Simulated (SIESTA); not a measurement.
Ta5C4, a slab with vacuum:

```
Ta C
1.0
     3.14945    0.00000    0.00000
    -1.57473    2.72751    0.00000
     0.00000    0.00000   25.28607
Ta C
5 4
Cartesian
  1.5747 0.9092 7.5000
  0.0000 1.8183 10.0715
  0.0000 0.0000 12.6430
  1.5747 0.9092 15.2146
  0.0000 1.8183 17.7861
  0.0000 0.0000 8.7858
  1.5747 0.9092 11.3573
  0.0000 1.8183 13.9288
  0.0000 0.0000 16.5003
```

Program: SIESTA 5.4.2. Alike in all runs: task single point; level PBE; no spin polarisation; cell as given; k mesh 7 × 7 × 1; smearing fermi-dirac 0.05 eV; grid cutoff 800 Ry; energy shift 0.003 Ry. Hardware: 1 thread of Arm Neoverse V1 (shared host).

Q: Order these runs on this cell by their wall time, lowest first.
A. potentials or basis PseudoDojo 0.4 standard (PBE files), SZ (energy shift 0.003 Ry)
B. potentials or basis PseudoDojo 0.4 standard (PBE files), SZP (energy shift 0.003 Ry)
C. potentials or basis PseudoDojo 0.4 standard (PBE files), DZDP (energy shift 0.003 Ry; two zetas on semicore shells)

A: A (77 s), B (210 s), C (450 s).

Caveats: the basis has no polarisation orbitals (some runs).
